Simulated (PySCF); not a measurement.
**F₂H₅PSi₂: electronic excitations and core binding energies**

Aim: predict the electronic excitations and core binding energies of F₂H₅PSi₂ (`F[SiH](F)[SiH2]P`).

The runs use PySCF 2.14.0, with density-fitted response routines of our own; the level of theory stands in each step. All values are computed, except where a source is named. Atoms are numbered from 0 throughout.

## (1) The starting structure

10 atoms, charge 0, multiplicity 1; geometry from: GFN2-xTB.

Bonds of the start (Å): F0–Si1 1.61, Si1–F2 1.61, Si1–Si3 2.31, Si3–P4 2.24, Si1–H5 1.45, Si3–H6 1.47, Si3–H7 1.47, P4–H8 1.39, P4–H9 1.39.

## (2) Excited states and response: B3LYP/def2-SVPD

Job settings and geometry (Å):

```
{"job": {"kind": "uv", "xc": "B3LYP", "basis": "def2-SVPD", "nstates": 8, "ntriplets": 3}, "charge": 0, "multiplicity": 1}
F      2.096667     0.415829     0.969962
Si     1.414765     0.492472    -0.481151
F      1.025175     2.049204    -0.519632
Si    -0.502430    -0.793749    -0.509655
P     -2.045705    -0.370720     1.064229
H      2.524120     0.376940    -1.406222
H     -1.187220    -0.638975    -1.801151
H     -0.150757    -2.213179    -0.359870
H     -1.144881    -0.320191     2.118232
H     -2.020850     1.007021     0.902730
```

With the program's defaults for keys left out, this is: TDDFT B3LYP/def2-SVPD, vertical, gas phase, core orbitals frozen in the response.

Command:

```
OMP_NUM_THREADS=1 python probes_run.py task.json out
```

One launch serves the whole session: the jobs run in the order shown.

**Question.** This job is followed by: delta-SCF UKS SCAN, pcX-2 on the ionised atom, pcseg-1 elsewhere, spin-free X2C. What will the session give for the following? lowest singlet (B3LYP/def2-SVPD); lowest triplet; Si1s binding energies, SCAN/pcX-2; Si2p binding energies, SCAN/pcX-2; F1s binding energies, SCAN/pcX-2; P1s binding energies, SCAN/pcX-2; P2p binding energies, SCAN/pcX-2.

The runs gave:

```
                         quantity                        value
 lowest singlet (B3LYP/def2-SVPD)  5.79 eV (214 nm), f = 0.302
                   lowest triplet                      4.77 eV
Si1s binding energies, SCAN/pcX-2  Si1 1848.61, Si3 1846.64 eV
Si2p binding energies, SCAN/pcX-2    Si1 108.75, Si3 107.19 eV
 F1s binding energies, SCAN/pcX-2                 F0 692.48 eV
 P1s binding energies, SCAN/pcX-2                P4 2150.12 eV
 P2p binding energies, SCAN/pcX-2                 P4 136.93 eV
```

What this shows: The lowest singlet, at 5.79 eV, is HOMO→LUMO 0.91 and is bright. The lowest triplet lies 1.02 eV below the lowest singlet (triplets in Tamm-Dancoff, singlets in full TDDFT). Si1 (silicon bonded to 2 F, Si, H) binds its Si1s electron 1.97 eV more tightly than Si3 (silicon bonded to P, Si, 2 H). Si1 (silicon bonded to 2 F, Si, H) binds its Si2p electron 1.56 eV more tightly than Si3 (silicon bonded to P, Si, 2 H).
